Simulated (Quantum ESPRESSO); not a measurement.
**TaF3 under changes of volume**

One of the cells (14.843 Å³/atom); the others are scaled copies at fixed shape and fractional positions:

```
Ta F
1.0
     3.90120    0.00000    0.00000
     0.00000    3.90120    0.00000
     0.00000    0.00000    3.90120
Ta F
1 3
Cartesian
  0.0000 0.0000 0.0000
  0.0000 0.0000 1.9506
  0.0000 1.9506 0.0000
  1.9506 0.0000 0.0000
```

```yaml
Program: Quantum ESPRESSO 7.5
Functional: LDA
Potentials_or_basis: GBRV 1.5 LDA
Cutoff: 762 eV
Density_cutoff: 6095 eV
k_mesh: 7 × 7 × 7
Occupations: fermi-dirac, width 0.05 eV
Spin: no spin polarisation
```

```csv
volume (Å³/atom),energy over the lowest point (meV/atom),pressure (GPa)
13.953,?,?
14.250,133.81,24.6
14.547,92.58,20.0
14.843,59.40,15.9
15.140,33.37,12.3
15.437,13.74,8.9
15.734,0.00,5.9
```

**Question.** What does the run at 13.953 Å³/atom give?

**Answer.** Energy over the lowest point 184.13 meV/atom; pressure 29.8 GPa.

Worked out: A Birch-Murnaghan fit of order 3 (a polynomial in V^(-2/3)) to the other rows has no minimum within the range. It gives 183.95 meV/atom at 13.953 Å³/atom, against the run's 184.13, and -dE/dV = 29.6 GPa, against 29.8.

Energies are extrapolated to zero smearing.
